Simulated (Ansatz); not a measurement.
Write the native input for Ansatz 0.2.0 that does the following.

| Property | Result |
| --- | --- |
| Task | relaxation of cell and atoms |
| Functional | PBEsol |
| Dispersion | D3(BJ) |
| Potentials or basis | Ansatz PAW |
| Cutoff | 420 eV (not typed: the program's choice for these potentials) |
| k mesh | 4 × 4 × 3 |
| Occupations | fermi-dirac, width 0.05 eV |
| Spin | collinear spin, ferromagnetic start |
| Starting moments | [0.0, 0.0, 0.0, 0.0, 1.0, 0.0, 0.0, 0.0, 0.0, 0.0, 0.0, 0.0, 0.0, 0.0, 0.0, 0.0] μB |

Crystal: Ta4NiO11.

```
Ta Ni O
1.0
     5.29285   -0.00032   -0.02518
    -0.04190    5.33569    0.02340
    -0.47620   -0.07999    7.89609
Ta Ni O
4 1 11
Direct
  0.52261 0.46364 0.51843
  0.55532 0.53163 0.98083
  0.02338 0.98832 0.50961
  0.04916 0.02484 0.01689
  0.06538 0.57998 0.26898
  0.96711 0.93834 0.23892
  0.21005 0.28324 0.42990
  0.27287 0.71995 0.06145
  0.33888 0.23820 0.03682
  0.30665 0.75341 0.45874
  0.50103 0.44858 0.74991
  0.70564 0.16332 0.48732
  0.73302 0.83358 0.94060
  0.85284 0.36497 0.07896
  0.81889 0.65561 0.47584
  0.07718 0.01239 0.74680
```

The cell was built by a generator and needn't be a form met in nature.

One way to write it, as run:

input.yaml

```yaml
crystal:
  lattice:
    - [5.29285, -0.00032, -0.02518]
    - [-0.0419, 5.33569, 0.0234]
    - [-0.4762, -0.07999, 7.89609]
  atoms:
    - { symbol: Ta, position: [0.52261, 0.46364, 0.51843] }
    - { symbol: Ta, position: [0.55532, 0.53163, 0.98083] }
    - { symbol: Ta, position: [0.02338, 0.98832, 0.50961] }
    - { symbol: Ta, position: [0.04916, 0.02484, 0.01689] }
    - { symbol: Ni, position: [0.06538, 0.57998, 0.26898], spin: 1.0 }
    - { symbol: O, position: [0.96711, 0.93834, 0.23892] }
    - { symbol: O, position: [0.21005, 0.28324, 0.4299] }
    - { symbol: O, position: [0.27287, 0.71995, 0.06145] }
    - { symbol: O, position: [0.33888, 0.2382, 0.03682] }
    - { symbol: O, position: [0.30665, 0.75341, 0.45874] }
    - { symbol: O, position: [0.50103, 0.44858, 0.74991] }
    - { symbol: O, position: [0.70564, 0.16332, 0.48732] }
    - { symbol: O, position: [0.73302, 0.83358, 0.9406] }
    - { symbol: O, position: [0.85284, 0.36497, 0.07896] }
    - { symbol: O, position: [0.81889, 0.65561, 0.47584] }
    - { symbol: O, position: [0.07718, 0.01239, 0.7468] }
hamiltonian:
  xc: pbesol
  pseudopotentials: { kind: paw }
  dispersion: d3bj
magnetization:
  spin_polarized: true
kpoints:
  mp_grid: { grid: [4, 4, 3] }
scf:
  occupations: { method: fermi_dirac, width: 0.05 }
output:
  forces: true
  stress: true
  eigenvalues: true
relax:
  f_tol: 0.01
  max_steps: 40
  cell: { stress_tol: 0.05 }
```

Potentials or basis: Ansatz PAW.

Run with:

```sh
$ ansatz run input.yaml --threads 8 --pin off --max-ram 20480MiB --backend cpu --events-out ev --progress --plain --runs-dir out
```

Results of the run:

The relaxed volume is 13.08 Å³/atom, the relaxed cell is a = 5.206 Å, b = 5.246 Å, c = 7.689 Å, α = 90.45°, β = 94.46°, γ = 90.75° and the space group after relaxing (to 0.05 Å) is P1 (No. 1). The energy gained by relaxing is 16.2 meV/atom. The ionic steps are 12. The pressure after relaxing is 0.0 GPa, the largest force after relaxing is 0.005 eV/Å and the band gap on the k mesh is 1.11 eV, indirect (least direct gap 1.20 eV). The net moment is 2.00 μB per cell, the absolute moment is 2.10 μB per cell and the site moments are Ta +0.00; Ni +1.47; O +0.10, +0.04, +0.07, +0.00, +0.08, +0.01, +0.05 μB.

Caveat: odd divisions of the mesh miss points on the zone boundary, where band edges often lie, so the gap on the mesh can be too wide; the plane-wave basis is chosen anew once the cell has moved, so the energies of steps on either side of that aren't comparable; the pressure holds a Pulay correction of +0.7 GPa for the finite cutoff; spin-orbit coupling is left out, which moves the levels of the heavy elements; a cell with one magnetic atom can't hold antiferromagnetic order, which such compounds often take; the PAW data sets come from PBE, with cores solved anew for the run's functional, which leaves a small shift of forces and pressure.

Wall time 5 min on 8 threads of Arm Neoverse V2, on a shared host, peak memory 1.6 GiB.
